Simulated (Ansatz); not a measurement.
# CH5FSi: the cost of one run

The runs use Ansatz 0.2.0, Gaussian basis; PBE0-D4/def2-TZVP structures, single points in def2-TZVPP, no counterpoise correction.

Levels: SPW92, PBE-D4, BLYP-D4, r2SCAN-D4, B97M-V, PBE0-D4, B3LYP-D4, r2SCAN0-D4, BHLYP-D4, CAM-B3LYP-D4, wB97X-V, wB97M-V, B2PLYP, PBE-QIDH, RPA on PBE, Hartree-Fock, MP2, CCSD, CCSD(T).

Correlated methods freeze the cores. B3LYP uses VWN-RPA correlation. B2PLYP carries no dispersion term here.

94 further runs of the same task are left out: 94 set aside as unsound or not needed. Runs told in other sessions of the task aren't counted.

### Step 1. Where the work starts

The complex: 11 atoms, charge 0, spin multiplicity 1.

Atoms are counted from 1 here; the program's logs count them from 0.

Bond lengths: Si1–H3 1.485 Å, Si1–H4 1.484 Å, Si1–C5 1.848 Å, Si1–F7 1.618 Å, O2–H6 0.963 Å, O2–H8 0.959 Å, C5–H9 1.092 Å, C5–H10 1.094 Å, C5–H11 1.092 Å. Angles: H3–Si1–H4 109.6°, H3–Si1–C5 112.4°, H3–Si1–F7 105.9°, H4–Si1–C5 112.5°, H4–Si1–F7 106.7°, C5–Si1–F7 109.4°, H6–O2–H8 105.3°, Si1–C5–H9 111.2°, Si1–C5–H10 110.0°, Si1–C5–H11 109.8°, H9–C5–H10 108.1°, H9–C5–H11 108.9°, H10–C5–H11 108.7°.

As a file:

```xyz
11

Si   -0.56335    0.05663   -1.08043
O     1.34273    1.20129    1.52836
H    -1.00091   -0.42568   -2.41516
H    -1.38771    1.22239   -0.67751
C    -0.57016   -1.28540    0.18983
H     1.62384    1.17834    0.60798
F     0.94716    0.60171   -1.27945
H     1.33945    2.12995    1.76876
H     0.05114   -2.12798   -0.12200
H    -1.58939   -1.65259    0.34051
H    -0.19271   -0.89866    1.13900
```

Its parts: CH5FSi holds atoms 1, 3, 4, 5, 7, 9, 10, 11; H2O holds atoms 2, 6, 8. Each part counts its atoms afresh in its own runs.

### Step 2. Relaxing CH5FSi alone

Contents of relax-a/in.yaml:

```yaml
crystal:
  periodic: [false, false, false]
  atoms:
    - {symbol: Si, position_ang: [-0.563348, 0.056633, -1.080429]}
    - {symbol: H, position_ang: [-1.000910, -0.425682, -2.415159]}
    - {symbol: H, position_ang: [-1.387713, 1.222394, -0.677507]}
    - {symbol: C, position_ang: [-0.570159, -1.285398, 0.189827]}
    - {symbol: F, position_ang: [0.947162, 0.601707, -1.279452]}
    - {symbol: H, position_ang: [0.051143, -2.127985, -0.121997]}
    - {symbol: H, position_ang: [-1.589393, -1.652591, 0.340509]}
    - {symbol: H, position_ang: [-0.192707, -0.898662, 1.138998]}
basis:
  gaussian: {orbitals: def2-TZVP}
hamiltonian: {xc: pbe0, dispersion: d4}
relax: {f_tol: 0.005, max_steps: 200}
```

Run with:

```
$ ansatz run in.yaml --threads 4 --pin off --events-out ev --progress --plain --max-ram 9574MiB
```

**Question.** How long does this run take on 4 threads of Arm Neoverse V1, shared host?

About 6 s.
